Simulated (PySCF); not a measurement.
# CH₇ClO₃Si₂: runs on many settings, part 2 of 2

PySCF 2.14.0. Atoms count from 0.

## Step 4: Indirect couplings: X3LYP/6-31G

What the job is given:

```
{"job": {"kind": "j", "xc": "X3LYP", "basis": "6-31G", "scf": {"conv": 1e-06}}, "charge": 0, "multiplicity": 1}
O     -1.432753     0.273204    -1.507735
Si    -1.501109    -0.887260    -0.385562
O     -2.812602    -0.590707     0.523942
O     -0.158214    -0.822880     0.521765
Si     1.306404    -0.251274     0.892922
C      1.714811     1.210938    -0.264808
Cl     3.404166     1.737898    -0.045593
H     -2.238739     0.694135    -1.793902
H     -1.515110    -2.213813    -0.972961
H     -2.935571    -1.041326     1.353739
H      2.245884    -1.346860     0.674345
H      1.224118     0.208279     2.278413
H      1.094501     2.084022    -0.071880
H      1.603536     0.945171    -1.314458
```

With the program's defaults for keys left out, this is: X3LYP/6-31G indirect spin-spin coupling, non-relativistic, gas phase.

What it wrote:

```text
final grid: 118040 points
cycle   1  E = -1306.5932988537  dE =  1.182e+00  |g| = 1.237e+00  |ddm| = 3.564e+00
cycle   2  E = -1306.1733434402  dE =  4.200e-01  |g| = 1.927e+00  |ddm| = 2.654e+00
cycle   3  E = -1306.8836141417  dE = -7.103e-01  |g| = 1.199e-01  |ddm| = 1.789e+00
cycle   4  E = -1306.8858258446  dE = -2.212e-03  |g| = 8.414e-02  |ddm| = 2.116e-01
cycle   5  E = -1306.8871701537  dE = -1.344e-03  |g| = 1.625e-02  |ddm| = 7.433e-02
cycle   6  E = -1306.8872347160  dE = -6.456e-05  |g| = 2.079e-03  |ddm| = 2.107e-02
cycle   7  E = -1306.8872360406  dE = -1.325e-06  |g| = 3.959e-04  |ddm| = 3.737e-03
cycle   8  E = -1306.8872360773  dE = -3.667e-08  |g| = 2.202e-04  |ddm| = 6.970e-04
converged SCF energy = -1306.8872360773

Indirect spin-spin couplings (Hz)
  i      j    bonds     total        FC       PSO       DSO        SD
  0 O    1 Si   1    -16.529   -10.677    -6.192     0.081     0.258
  0 O    4 Si   3     -0.320    -0.308     0.001    -0.006    -0.006
  0 O    7 H    1    -86.103   -74.336   -11.057    -0.710         -
  0 O    8 H    2    -15.531   -15.819     0.118     0.170         -
  0 O    9 H    3      0.130    -0.374     0.073     0.430         -
  0 O   11 H    4     -0.181    -0.300    -0.002     0.121         -
  0 O   12 H    5     -0.225    -0.155     0.072    -0.142         -
  0 O   13 H    5     -0.590    -0.466     0.088    -0.212         -
  1 Si   2 O    1    -20.953   -15.176    -6.099     0.078     0.245
  1 Si   3 O    1     -8.450    -3.360    -5.389     0.107     0.193
  1 Si   4 Si   2     -4.107    -4.272     0.017    -0.037     0.185
  1 Si   5 C    3      0.335     0.351    -0.001    -0.010    -0.005
  1 Si   7 H    2     -2.997    -4.064     0.800     0.409    -0.141
  1 Si   8 H    1   -293.035  -293.594     1.819    -0.641    -0.619
  1 Si   9 H    2     -2.603    -3.741     0.849     0.424    -0.135
  1 Si  10 H    3     -2.317    -2.421    -0.031     0.165    -0.030
  1 Si  11 H    3     -1.589    -1.685    -0.063     0.194    -0.036
  2 O    4 Si   3     -0.216    -0.267     0.022    -0.026     0.055
  2 O    7 H    3      0.568     0.529     0.081    -0.041         -
  2 O    8 H    2    -12.242   -12.649     0.221     0.186         -
  2 O    9 H    1    -86.782   -74.900   -11.193    -0.689         -
  2 O   10 H    4     -0.337    -0.480    -0.018     0.161         -
  3 O    4 Si   1    -13.601    -9.375    -4.527     0.087     0.213
  3 O    5 C    2     -1.492    -1.703     0.228    -0.017         -
  3 O    7 H    3     -1.187    -1.545     0.008     0.350         -
  3 O    8 H    2    -23.555   -23.755     0.175     0.026         -
  3 O    9 H    3      0.593     0.595     0.011    -0.013         -
  3 O   10 H    2     -9.877    -9.837    -0.078     0.038         -
  3 O   11 H    2    -10.078   -10.025    -0.087     0.033         -
  3 O   12 H    3      0.264     0.303    -0.003    -0.036         -
  3 O   13 H    3      0.146     0.221     0.007    -0.081         -
  4 Si   5 C    1    -60.864   -60.209     0.856    -0.131    -1.379
  4 Si   7 H    4      0.348     0.131    -0.093     0.305     0.006
  4 Si   8 H    3     -2.336    -2.418    -0.079     0.206    -0.045
  4 Si   9 H    4      0.154     0.072    -0.047     0.141    -0.011
  4 Si  10 H    1   -229.025  -229.800     1.654    -0.459    -0.421
  4 Si  11 H    1   -223.483  -224.263     1.639    -0.456    -0.403
  4 Si  12 H    2      5.786     5.724     0.147     0.001    -0.087
  4 Si  13 H    2      6.425     6.431     0.090    -0.007    -0.089
  5 C    7 H    5     -0.230    -0.165     0.079    -0.144         -
  5 C    8 H    4      0.304     0.403     0.050    -0.150         -
  5 C   10 H    2      7.906     7.996    -0.006    -0.084         -
  5 C   11 H    2      8.420     8.514    -0.014    -0.080         -
  5 C   12 H    1    158.783   157.321     0.361     1.100         -
  5 C   13 H    1    160.189   158.748     0.332     1.109         -
  7 H    8 H    3     -1.343     0.476     0.345    -2.164         -
  7 H    9 H    4     -2.471    -0.338     0.480    -2.613         -
  7 H   10 H    5     -1.247     0.006     0.310    -1.563         -
  7 H   11 H    5     -0.777     0.237     0.244    -1.257         -
  7 H   13 H    6     -0.357     0.089     0.145    -0.591         -
  8 H    9 H    3     -2.535    -1.335     0.160    -1.360         -
  8 H   10 H    4     -0.514    -0.382    -0.005    -0.127         -
  8 H   11 H    4     -0.190     0.932     0.214    -1.337         -
  8 H   12 H    5     -0.763     0.027     0.208    -0.997         -
  9 H   10 H    5     -0.736    -0.044     0.126    -0.818         -
  9 H   12 H    6     -0.446     0.000     0.114    -0.560         -
  9 H   13 H    6     -0.794     0.001     0.227    -1.022         -
 10 H   11 H    2     17.577    19.396     0.139    -1.958         -
 10 H   12 H    3      6.997     8.653     0.467    -2.123         -
 10 H   13 H    3      0.374     0.458     0.090    -0.174         -
 11 H   12 H    3      1.723     1.572     0.016     0.135         -
 11 H   13 H    3      7.114     8.730     0.463    -2.080         -
 12 H   13 H    2    -19.060   -18.570     0.901    -1.392         -
```

It took 14 s on 1 thread of Arm Neoverse V1, shared host; peak memory 0.64 GiB.

The basis is not made for couplings: without tight functions at the nuclei these values are rough.

A choice of the couplings up to four bonds, sorted by the number of bonds, with means over like pairs; isotopes 13C, 1H, 17O, 29Si:

```csv
pair,bonds,J (Hz),Fermi contact (Hz),dihedral (°)
Si1–H8,1,-293.0,-293.6,–
Si4–H10,1,-226.3,-227.0,–
C5–H12,1,159.5,158.0,–
O0–H7,1,-86.4,-74.6,–
Si4–C5,1,-60.9,-60.2,–
O0–Si1,1,-18.7,-12.9,–
O3–Si4,1,-13.6,-9.4,–
Si1–O3,1,-8.4,-3.4,–
O3–H8,2,-23.6,-23.8,–
H12–H13,2,-19.1,-18.6,–
H10–H11,2,17.6,19.4,–
O0–H8,2,-13.9,-14.2,–
O3–H10,2,-10.0,-9.9,–
C5–H10,2,8.2,8.3,–
Si4–H12,2,6.1,6.1,–
Si1–Si4,2,-4.1,-4.3,–
Si1–H7,2,-2.8,-3.9,–
H10–H12,3,7.1,8.7,-175
Si4–H8,3,-2.3,-2.4,115
Si1–H10,3,-2.0,-2.1,–
H7–H8,3,-1.9,-0.4,–
H10–H13,3,1.0,1.0,–
H7–H9,4,-2.5,-0.3,–
```

Where two rows join the same classes of atoms, they are the two kinds of pair (J and J′ of an AA′XX′ pattern), each a mean over its own pairs alone.

The spin-dipole term was solved for some atoms only; pairs without it lack that part.

The response was solved for the nuclei of C, H, Si alone, so couplings that need other nuclei can be missing.

Quadrupole couplings from the field gradients of the same density:

```csv
atom,isotope,eQq/h (MHz),η
Cl6,35Cl,-72.0,0.03
O2,17O,-9.036,0.56
O0,17O,-8.916,0.61
O3,17O,-7.078,0.28
```

Joined with the shifts from before (PBE0/pcSseg-1, scaled to CDCl3 for protons on carbon, raw for the others), the couplings predict the line list below for 400 MHz. Couplings to quadrupolar nuclei are left out.

1H NMR δ 4.97 (t, J = 3.1 Hz, 2H), 4.56 (s, 1H), 3.22 (t, J = 3.1 Hz, 2H), 2.14 (br s, 2H). The letters are first-order; like nuclei with unlike couplings give more lines.

## Step 5: NMR shieldings: PBE0/def2-SVPD in methanol

The job, as its differences from that of step 4:

```diff
@@ -1,2 +1,2 @@
-{"job": {"kind": "j", "xc": "X3LYP", "basis": "6-31G", "scf": {"conv": 1e-06}}, "charge": 0, "multiplicity": 1}
+{"job": {"kind": "nmr", "xc": "PBE0", "basis": "def2-SVPD", "solvent": "methanol", "pop": false, "scf": {"conv": 1e-07}}, "charge": 0, "multiplicity": 1}
 O     -1.432753     0.273204    -1.507735
```

Level: GIAO PBE0/def2-SVPD NMR shielding, non-relativistic, IEF-PCM methanol.

What it wrote:

```text
final grid: 118040 points
cycle   1  E = -1305.9718647866  dE =  8.351e-01  |g| = 1.084e+00  |ddm| = 6.066e+00
cycle   2  E = -1305.6925787880  dE =  2.793e-01  |g| = 1.613e+00  |ddm| = 2.882e+00
cycle   3  E = -1306.1857782244  dE = -4.932e-01  |g| = 8.528e-02  |ddm| = 1.666e+00
cycle   4  E = -1306.1867775980  dE = -9.994e-04  |g| = 5.563e-02  |ddm| = 2.118e-01
cycle   5  E = -1306.1873585244  dE = -5.809e-04  |g| = 1.188e-02  |ddm| = 6.345e-02
cycle   6  E = -1306.1873854558  dE = -2.693e-05  |g| = 1.863e-03  |ddm| = 2.054e-02
cycle   7  E = -1306.1873863019  dE = -8.461e-07  |g| = 4.460e-04  |ddm| = 5.060e-03
cycle   8  E = -1306.1873863461  dE = -4.415e-08  |g| = 1.869e-04  |ddm| = 1.213e-03
converged SCF energy = -1306.1873863461

GIAO shielding tensors (ppm)
atom      isotropic    diamagn.    paramagn.     s11        s22        s33       span
  0 O      294.312     385.141     -90.829    273.196    277.467    332.273     59.077
  1 Si     471.846     887.561    -415.715    459.106    469.132    487.300     28.194
  2 O      286.033     372.660     -86.627    257.893    271.761    328.445     70.553
  3 O      265.566     398.129    -132.563    239.317    272.454    284.927     45.610
  4 Si     446.267     884.018    -437.752    431.572    435.997    471.232     39.660
  5 C      165.281     257.757     -92.476    142.806    149.178    203.858     61.052
  6 Cl    1013.128    1140.467    -127.339    925.279    981.438   1132.667    207.388
  7 H       29.146      32.489      -3.343     20.831     23.330     43.277     22.446
  8 H       26.864      25.558       1.305     23.247     24.264     33.081      9.834
  9 H       29.134      30.314      -1.180     21.109     23.395     42.899     21.790
 10 H       26.712      27.941      -1.229     22.842     26.208     31.085      8.243
 11 H       26.654      28.236      -1.582     22.796     25.934     31.232      8.436
 12 H       28.165      33.138      -4.973     21.883     28.026     34.587     12.704
 13 H       28.244      33.179      -4.935     21.582     27.861     35.288     13.706
```

Wall time 29 s (1 thread of Arm Neoverse V1, shared host); peak memory 1 GiB.

Key values: σ C5 165.3, O3 265.6, O0 290.2, Si4 446.3, H10 26.68, H8 26.86 ppm (means over like atoms).

## Step 6: Run by run: NMR shifts

Isotropic shieldings (ppm) of some atoms, chosen among heavy atoms and hydrogens apart, means over like atoms, with basis size and wall time:

```csv
run,C5,H8,H7,O0,Si4,Si1,Cl6,functions,time
PBE0/pcSseg-1,155.6,27.16,29.57,282.1,382.5,413.3,975,175,32 s
PBE0/def2-SVPD in methanol,165.3,26.86,29.14,290.2,446.3,471.8,1013,220,29 s
```

## Step 7: What came out

The summary covers parts 1 to 2.

```
                                                               quantity                        value
                                 13C shifts against TMS (PBE0/pcSseg-1)                     31.3 ppm
 1H shifts against TMS (PBE0/pcSseg-1, means over atoms taken as alike)   4.97, 4.56, 3.31, 2.14 ppm
17O shifts against H2O (PBE0/pcSseg-1, means over atoms taken as alike)               76.4, 54.0 ppm
                                29Si shifts against TMS (PBE0/pcSseg-1)             -33.3, -64.1 ppm
                                35Cl shifts against HCl (PBE0/pcSseg-1)                      -26 ppm
                                  surface potential, 1st and 99th percentile           -0.94 V and 2.50 V
                                        lowest singlet (PBE0/def2-SVPD)  6.59 eV (188 nm), f = 0.017
                                                         lowest triplet                      6.00 eV
                            largest coupling of the table (X3LYP/6-31G)   1J(Si,H) Si1–H8, -293.0 Hz
                                          range of the shielding of Si4           382.5 to 446.3 ppm
```

Single values in the summary come from the first run of each kind that ended normally (PBE0/pcSseg-1; PBE0/def2-SVPD; X3LYP/6-31G), which need not be the best level. At PBE0/pcSseg-1: The largest span, 247 ppm, is at Cl6, where the paramagnetic term is -169 ppm. The lowest singlet, at 6.59 eV, is HOMO→LUMO 0.71, HOMO→LUMO+1 0.23 and is weak. The lowest triplet lies 0.59 eV below the lowest singlet (triplets in Tamm-Dancoff, singlets in full TDDFT). In the run at X3LYP/6-31G, the largest coupling of the table is Si1–H8, -293.0 Hz, of which the Fermi-contact term gives -293.6 Hz. Couplings across rotatable bonds belong to this one conformer; where others are populated, the observed values are averages, and the simulated multiplets take (2 J gauche + J anti)/3 across rotating chain bonds. In ppm, Si4 moves most: its shielding spreads over 63.8 ppm, from 382.5 (PBE0/pcSseg-1) to 446.3 (PBE0/def2-SVPD in methanol). Couplings from bases without tight functions are rough.
